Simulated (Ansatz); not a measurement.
# SiC (Moissanite 3C): the cost of one run

Computed with the Python package of Ansatz 0.2.0. Level of theory: DFT LDA, all-electron LAPW.

## (1) The structure

Symmetry: F-43m, No. 216, cubic system. Conventional cell: a = 4.358 Å, b = 4.358 Å, c = 4.358 Å, α = 90.00°, β = 90.00°, γ = 90.00°. Around Si (site symmetry -43m) lie 4 C at 1.89 Å. Around C (site symmetry -43m) lie 4 Si at 1.89 Å.

The script holds or builds the structure itself.

## (2) The code

Input file sic_eos_lapw.py:

```python
# -*- coding: utf-8 -*-
"""E(V) of SiC on LAPW."""

import ansatz
from ase.eos import EquationOfState
from ase.units import GPa
import numpy as np

VECTORS = np.array([
    [0.0, 2.179, 2.179],
    [2.179, 0.0, 2.179],
    [2.179, 2.179, 0.0],
])
SITES = [
    ("Si", (0.0, 0.0, 0.0)),
    ("C", (0.25, 0.25, 0.25)),
]


def on_lattice(cell):
    crystal = ansatz.Crystal(lattice=ansatz.Lattice.of(cell))
    for symbol, position in SITES:
        crystal = crystal.atom(symbol, position)
    return crystal

volumes, energies = [], []
for scale in np.linspace(0.92, 1.08, 5):
    cell = VECTORS * scale ** (1 / 3)
    base = (
        on_lattice(cell).calculation()
        .functional("LDA")
        .occupations("Fixed")
        .scf(tolerance=1e-07)
        .kpoints(8, 8, 8)
        .pseudopotentials("all_electron", lapw=True)
    )
    rep = base.run(threads=1, backend="cpu").report
    volumes.append(abs(np.linalg.det(cell)) / len(SITES))
    energies.append(rep["free_energy_ev"] / len(SITES))
    print(f"{scale:.3f} {volumes[-1]:9.4f} A^3/atom {energies[-1]:16.5f} eV/atom  (estimated basis error {1000 * rep['lapw_basis_errors']['total_ev_per_atom']:.2f} meV/atom)")
v0, e0, bulk = EquationOfState(volumes, energies, eos="birchmurnaghan").fit()
print(f"V0 = {v0:.4f} A^3/atom, B0 = {bulk / GPa:.1f} GPa")
```

## (3) What the engine is handed

The package turns the script's settings into the engine's input (first run):

```yaml
crystal:
  lattice:
    - [0.0, 2.119271052330887, 2.119271052330887]
    - [2.119271052330887, 0.0, 2.119271052330887]
    - [2.119271052330887, 2.119271052330887, 0.0]
  atoms:
    - { symbol: Si, position: [0.0, 0.0, 0.0] }
    - { symbol: C, position: [0.25, 0.25, 0.25] }
kpoints:
  mp_grid:
    grid: [8, 8, 8]
hamiltonian:
  xc: lda
  pseudopotentials:
    kind: all_electron
    lapw: {}
scf:
  convergence:
    dr2_threshold: 1.0e-07
  occupations:
    method: fixed
```

## (4) Running it

On the command line:

```bash
$ python sic_eos_lapw.py
```

What time and memory should one allow on 1 thread of Arm Neoverse V2, shared host?

About 26 s, with a peak of 0.32 GiB.
